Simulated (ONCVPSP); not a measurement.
# F: the cost of one run

The numbers are computed with ONCVPSP 4.0.1.1 (patched build) (PBEsol, scalar-relativistic, spin-unpolarised reference atom).

### 1 Starting point

Typed settings, in words:

```json
{
  "element": "fluorine (F, Z = 9)",
  "type": "optimised norm-conserving Vanderbilt (ONCV)",
  "frozen core": "[He]",
  "valence charge": "7",
  "reference configuration": "2s2 2p5",
  "partial waves": "2s: rc 0.75 bohr, ncon 4, nbas 9, qcut 9.8 1/bohr, 1 projector; 2p: rc 0.95 bohr, ncon 3, nbas 6, qcut 13.2 1/bohr, 2 projectors, debl 3.2 Ha; d scattering state at 0.08 Ha: rc 1.05 bohr, ncon 4, nbas 9, qcut 8.3 1/bohr, 2 projectors, debl 3 Ha",
  "local potential": "polynomial inside 0.65 bohr (lpopt 5, dvloc0 3 Ha)",
  "core correction": "Teter function, fcfact 5.25, rcfact 1.65"
}
```

The nodes and maxima of the atom's own shells, from an earlier all-electron run, set the scale for the radii.

All-electron outer shells of the reference configuration (PBEsol, scalar-relativistic, ld1.x):

```
shell  level (eV)  outermost node (bohr)  outermost maximum (bohr)
   1s     -661.16                      –                      0.11
   2s      -29.72                   0.24                      0.76
   2p      -11.05                      –                      0.71
```

### 2 The generation run

The input, F.dat:

```
# ATOM AND REFERENCE CONFIGURATION
# atsym  z   nc   nv     iexc    psfile
  F 9.00    1    2  -116133      upf
#
#   n    l    f
    1    0    2.00
    2    0    2.00
    2    1    5.00
#
# PSEUDOPOTENTIAL AND OPTIMIZATION
# lmax
    2
#
#   l,   rc,      ep,       ncon, nbas, qcut
    0    0.75    0.00    4    9    9.80
    1    0.95    0.00    3    6   13.20
    2    1.05    0.08    4    9    8.30
#
# LOCAL POTENTIAL
# lloc, lpopt,  rc(5),   dvloc0
    4    5    0.65    3.00
#
# VANDERBILT-KLEINMAN-BYLANDER PROJECTORs
# l, nproj, debl
    0    1    1.80
    1    2    3.20
    2    2    3.00
#
# MODEL CORE CHARGE
# icmod, fcfact, rcfact
    3    5.25    1.65
#
# LOG DERIVATIVE ANALYSIS
# epsh1, epsh2, depsh
   -3.00    5.00    0.02
#
# OUTPUT GRID
# rlmax, drl
    6.00    0.01
#
# TEST CONFIGURATIONS
# ncnf
    4
# nvcnf
#   n    l    f
    2
    2    0    2.00
    2    1    4.00
#
    2
    2    0    2.00
    2    1    3.00
#
    2
    2    0    2.00
    2    1    2.00
#
    2
    2    0    1.00
    2    1    5.00
#
```

Launch:

```bash
oncvpsp.x < F.dat > F.out
```

**Question.** How long does this run take on 1 thread of Neoverse-N1, shared host?

About 5.2 s.
